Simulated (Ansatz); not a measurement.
**CH7BOSi: small, medium and large basis sets**

Aim: see how fast density functionals converge with the basis set for CH7BOSi.

Program: Ansatz 0.2.0, Gaussian basis. Level of theory: one geometry, several basis sets. These are calculated values, not measurements.

Plan: PBE0-D4/def2-SVP; ωB97M-V/def2-SVP; PBE0-D4/def2-QZVPP; ωB97M-V/def2-QZVPP; the functionals' def2-TZVPP values are taken from earlier runs.

## (1) Structure used throughout

The geometry comes from an earlier relaxation with PBE0-D4/def2-TZVP; it is a stationary point, not always the lowest conformer.

SMILES `OBC[SiH3]`, 11 atoms, charge 0, spin multiplicity 1.

Atoms are counted from 1 here; the program's logs count them from 0.

Bond lengths: O1–B2 1.358 Å, O1–H5 0.960 Å, B2–C3 1.552 Å, B2–H6 1.205 Å, C3–Si4 1.880 Å, C3–H7 1.095 Å, C3–H8 1.094 Å, Si4–H9 1.488 Å, Si4–H10 1.488 Å, Si4–H11 1.487 Å. Angles: B2–O1–H5 113.1°, O1–B2–C3 119.0°, O1–B2–H6 119.2°, C3–B2–H6 121.8°, B2–C3–Si4 110.9°, B2–C3–H7 111.3°, B2–C3–H8 112.1°, Si4–C3–H7 105.8°, Si4–C3–H8 107.2°, H7–C3–H8 109.2°, C3–Si4–H9 110.5°, C3–Si4–H10 110.6°, C3–Si4–H11 110.7°, H9–Si4–H10 108.2°, H9–Si4–H11 108.5°, H10–Si4–H11 108.3°.

## (2) PBE0-D4 in def2-SVP

File in.yaml:

```yaml
crystal:
  periodic: [false, false, false]
  atoms:
    - {symbol: O, position_ang: [-0.338007, 2.100564, 0.562085]}
    - {symbol: B, position_ang: [-0.553664, 0.790965, 0.848107]}
    - {symbol: C, position_ang: [0.571700, -0.237281, 0.556220]}
    - {symbol: Si, position_ang: [0.299841, -1.076437, -1.104222]}
    - {symbol: H, position_ang: [-1.098860, 2.656331, 0.743779]}
    - {symbol: H, position_ang: [-1.624133, 0.453535, 1.287316]}
    - {symbol: H, position_ang: [0.578437, -1.041228, 1.299305]}
    - {symbol: H, position_ang: [1.559975, 0.231934, 0.523562]}
    - {symbol: H, position_ang: [1.347718, -2.104374, -1.345451]}
    - {symbol: H, position_ang: [-1.027430, -1.748293, -1.141197]}
    - {symbol: H, position_ang: [0.349724, -0.082614, -2.209003]}
basis:
  gaussian: {orbitals: def2-SVP}
hamiltonian: {xc: pbe0, dispersion: d4}
output: {orbitals: {seedname: orbitals}}
```

Launch:

```console
ansatz run in.yaml --threads 2 --pin off --events-out ev --progress --plain --max-ram 4352MiB
```

After this run come: ωB97M-V in def2-SVP; PBE0-D4 in def2-QZVPP; ωB97M-V in def2-QZVPP.

Q: Predict the results of all the runs planned. Wanted: PBE0-D4: double and triple zeta above quadruple; ωB97M-V: double and triple zeta above quadruple.

**Answer**, as computed:

| quantity | value |
| --- | --- |
| PBE0-D4: double and triple zeta above quadruple | 7.69, 0.50 eV |
| ωB97M-V: double and triple zeta above quadruple | 7.88, 0.47 eV |

PBE0-D4 gains 7.19 eV from double to triple zeta, then 0.50 eV more. These are total energies; as a rule much of such shifts cancels in differences, which this series doesn't test. The LUMO of ωB97M-V is positive and keeps falling with the basis (2.11 to 1.33 eV): an unbound level that the basis holds in place.
